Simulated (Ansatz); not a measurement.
# CdTe: the cost of one run

Computed with Ansatz 0.2.0 (DFT PBE, with the methods named in each step, unless a step's input says otherwise).

The COD entry's cell or inner coordinates are ideal or old and differ from later refinements, so a difference from it is no clean test against experiment.

**1. The starting structure**

The structure is cubic, space group F-43m (No. 216). Conventional cell: a = 6.410 Å, b = 6.410 Å, c = 6.410 Å, α = 90.00°, β = 90.00°, γ = 90.00°. Cd (site symmetry -43m) has 4 Te at 2.78 Å as nearest neighbours. Te (site symmetry -43m) has 4 Cd at 2.78 Å as nearest neighbours.

As a file:

```
CELL_PARAMETERS angstrom
0.00000 3.20500 3.20500
3.20500 0.00000 3.20500
3.20500 3.20500 0.00000
ATOMIC_POSITIONS crystal
Cd 0.00000 0.00000 0.00000
Te 0.25000 0.25000 0.25000
```

Whether this phase is the stable one at these pressures isn't tested.

Atoms are numbered in the order of the input: Cd1, Te2.

**2. The reference volume, LAPW**

Contents of input.yaml:

```yaml
crystal:
  lattice:
    - [0.0, 3.205, 3.205]
    - [3.205, 0.0, 3.205]
    - [3.205, 3.205, 0.0]
  atoms:
    - { symbol: Cd, position: [0.0, 0.0, 0.0] }
    - { symbol: Te, position: [0.25, 0.25, 0.25] }
kpoints:
  mp_grid: { grid: [10, 10, 10] }
  band_path:
    path:
      - [0.0, 0.0, 0.0]
      - [-0.5, -0.5, 0.0]
      - [-0.375, -0.375, 0.25]
      - [-0.375, 0.0, 0.375]
      - [0.0, 0.0, 0.0]
      - [0.0, 0.0, 0.5]
      - [-0.5, -0.25, 0.25]
      - [-0.5, -0.5, 0.0]
    npoints: 14
scf:
  occupations: { method: fermi_dirac, width: 0.05 }
hamiltonian:
  xc: pbe
  pseudopotentials: { kind: all_electron, lapw: { basis_error: 0.001 } }
output:
  forces: true
  stress: true
  eigenvalues: true
  populations: true
```

Started as:

```bash
> ansatz run input.yaml --threads 1 --pin off --max-ram 2048MiB --backend cpu --events-out ev --progress --plain --runs-dir out
```

Q: Estimate wall time and peak memory on 1 thread of AMD EPYC 9R14 (Zen 4), shared host.

About 23 s, with a peak of 0.42 GiB.
